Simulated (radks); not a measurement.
# Ir²⁺ in [Xe] 4f14 5d7: an all-electron calculation

Wanted: eigenvalues, radial structure and energy terms of the iridium ion Ir2+.

Method: scalar-relativistic Kohn-Sham, LDA (Slater exchange, Perdew-Wang correlation), spin-polarised, spherical densities, finite nucleus; open shells are filled with parallel spins first. Code: radks (a radial shooting solver on a logarithmic mesh, Libxc functionals) version 1.

## 1. The atom as given

```
element            : iridium (Z = 77)
charge             : +2
electrons          : 75
configuration      : [Xe] 4f14 5d7
nuclear rms radius : 5.4032 fm
```

Outer shells as boxes (Hund's rule):

Ir²⁺
```
[Xe] core
4f [↑↓][↑↓][↑↓][↑↓][↑↓][↑↓][↑↓]
5d [↑↓][↑↓][↑ ][↑ ][↑ ]
```

## 2. The calculation

Input:

```text
Z 77
configuration [Xe] 4f14 5d7 6s0 6p0 5f0 6d0
relativity scalar-relativistic
functional lda,pw
spin polarised
nucleus finite rms 5.4032 fm
c 137.035999084
```

What does the calculation give?

**Answer**, as computed:

| quantity | value |
| --- | --- |
| total energy | -17813.0823 hartree |
| exchange-correlation share of it | 1.88 % |
| −T/E | 1.1110 |
| highest occupied level | 5d down, -23.686 eV |
| most extended occupied level | 5d down, <r> = 1.63 bohr |
| radius at density 0.001 e/bohr³ | 3.61 bohr |
| maxima of the radial density | 4 |
| ionisation energy, NIST | 28 (theory) eV |

**Reading.** 5 principal shells are occupied and 4 maxima appear in the radial density; where shells overlap, one shows as a shoulder or not at all. −T/E is 1.111: with relativity the kinetic term as defined here no longer equals −E. Minus the highest eigenvalue, 23.686 eV, is 85 % of the tabulated ionisation energy (28 eV); the potential of a semilocal functional falls off too fast, so its top eigenvalue is too shallow. Open shells are spherical and high-spin; term and fine-structure splittings are not resolved. Spin-orbit splitting is averaged out at the scalar-relativistic level.
